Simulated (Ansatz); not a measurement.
# TiH: the cost of one run

Method: DFT r2SCAN, scalar-relativistic, plane waves, PAW, in Ansatz 0.2.0.

## 1. The starting structure

The structure is cubic, space group Fm-3m (No. 225). The conventional cell has a = 4.179 Å, b = 4.179 Å, c = 4.179 Å, α = 90.00°, β = 90.00°, γ = 90.00°. Around Ti (site symmetry m-3m) lie 6 H at 2.09 Å. Around H (site symmetry m-3m) lie 6 Ti at 2.09 Å.

As a file:

```
Ti H
1.0
     0.00000    2.08970    2.08970
     2.08970    0.00000    2.08970
     2.08970    2.08970    0.00000
Ti H
1 1
Direct
  0.00000 0.00000 0.00000
  0.50000 0.50000 0.50000
```

The structure comes from the Materials Project (structure only).

(A quick probe on a coarse mesh, which set the mesh and smearing, is not shown.)

## 3. The relaxation

File input.yaml:

```yaml
crystal:
  lattice:
    - [0.0, 2.08969722, 2.08969722]
    - [2.08969722, 0.0, 2.08969722]
    - [2.08969722, 2.08969722, 0.0]
  atoms:
    - { symbol: Ti, position: [0.0, 0.0, 0.0] }
    - { symbol: H, position: [0.5, 0.5, 0.5] }
basis:
  ecutwfc: 500
kpoints:
  mp_grid: { grid: [18, 18, 18] }
hamiltonian:
  xc: r2scan
scf:
  occupations: { method: gaussian, width: 0.1 }
output:
  forces: true
  stress: true
  eigenvalues: true
relax:
  adjacent_minimum: "off"
  f_tol: 0.005
  max_steps: 80
  cell: { stress_tol: 0.05 }
```

Q: Estimate wall time and peak memory on 1 thread of an x86-64 CPU, shared host.

About 13 s, with a peak of 0.47 GiB.
